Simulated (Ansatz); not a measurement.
TaWC2, 4 atoms in the cell. It takes space group R-3m (No. 166, trigonal). Conventional cell: a = 3.144 Å, b = 3.144 Å, c = 15.305 Å, α = 90.00°, β = 90.00°, γ = 120.00°. W (site symmetry -3m) is surrounded by 6 C at 2.21 Å. Ta (site symmetry -3m) has 6 C at 2.23 Å as nearest neighbours. Around C (site symmetry 3m) lie 3 W at 2.21 Å and 3 Ta at 2.23 Å. The cell comes from a database or a generator and needn't be the stable form of this composition.

| Property | Result |
| --- | --- |
| Program | Ansatz 0.2.0 |
| Task | relaxation of cell and atoms |
| Functional | HSE06 |
| Potentials or basis | Ansatz PAW |
| Cutoff | 420 eV (not typed: the program's choice for these potentials) |
| k mesh | 6 × 6 × 6 |
| Occupations | fermi-dirac, width 0.05 eV |
| Spin | no spin polarisation |

Hardware: 1 × NVIDIA H100 80GB HBM3 with 2 threads of AMD EPYC 7R13 Processor (Zen 3) (shared host).

Task: How long does it take, and how much memory?

Result: Run time: 3 min on 1 × NVIDIA H100 80GB HBM3 with 2 threads of AMD EPYC 7R13 Processor (Zen 3) (shared host), peak memory 3.3 GiB. Counts: scf iterations 128, plane waves 821, k points 32, bands 22, ion steps 9.
